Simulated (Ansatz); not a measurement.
# C2H9AlSSi, SMILES CCS[SiH2][AlH2]: a single point from an input written key by key

Computed with Ansatz 0.2.0, Python API.

The script reads `c2h9alssi.yaml`:
```yaml
crystal:
  periodic: [false, false, false]
  atoms:
    - { symbol: C, position_ang: [-1.955, 1.2973, 0.8631] }
    - { symbol: C, position_ang: [-0.9823, 0.5452, 0.0552] }
    - { symbol: S, position_ang: [-0.6773, -1.0386, 0.8738] }
    - { symbol: Si, position_ang: [0.8406, -1.7077, -0.5949] }
    - { symbol: Al, position_ang: [2.7821, -0.5048, -0.4261] }
    - { symbol: H, position_ang: [-2.2043, 2.3239, 0.3402] }
    - { symbol: H, position_ang: [-1.5912, 1.5519, 1.876] }
    - { symbol: H, position_ang: [-2.9156, 0.7899, 0.9196] }
    - { symbol: H, position_ang: [-0.0375, 1.1567, 0.0237] }
    - { symbol: H, position_ang: [-1.3739, 0.3633, -0.9411] }
    - { symbol: H, position_ang: [1.0465, -3.1414, -0.3428] }
    - { symbol: H, position_ang: [0.2188, -1.5421, -1.9209] }
    - { symbol: H, position_ang: [2.8615, 0.6815, 0.6735] }
    - { symbol: H, position_ang: [3.9746, -0.8045, -1.3706] }
basis:
  gaussian: { orbitals: def2-SVP }
hamiltonian:
  xc: hf
```

Typed at the interpreter:
```pycon
>>> import ansatz
>>> session = ansatz.Session.from_deck("c2h9alssi.yaml")
>>> summary = session.plan(threads=1).execute().report
>>> for key in ("converged", "free_energy_ev", "reference_energy_ev", "n_frozen", "n_occupied", "n_virtual"):
...     print(f"{key:22s} {summary[key]}")
...
converged              True
free_energy_ev         -27455.992145347776
reference_energy_ev    -27455.992145347776
n_frozen               0
n_occupied             [32, 32]
n_virtual              [95, 95]
>>> symbols = ["C", "C", "S", "Si", "Al", "H", "H", "H", "H", "H", "H", "H", "H", "H"]
```

Notes:
- Total energies depend on the basis set; only differences at equal settings carry meaning.
- The geometry is a force-field or estimated start, not a minimum of this method, and the basis set is short of its limit.
- Finished in 2.4 s on 1 thread of Arm Neoverse V1, with other jobs on the host, peak memory 0.3 GiB.
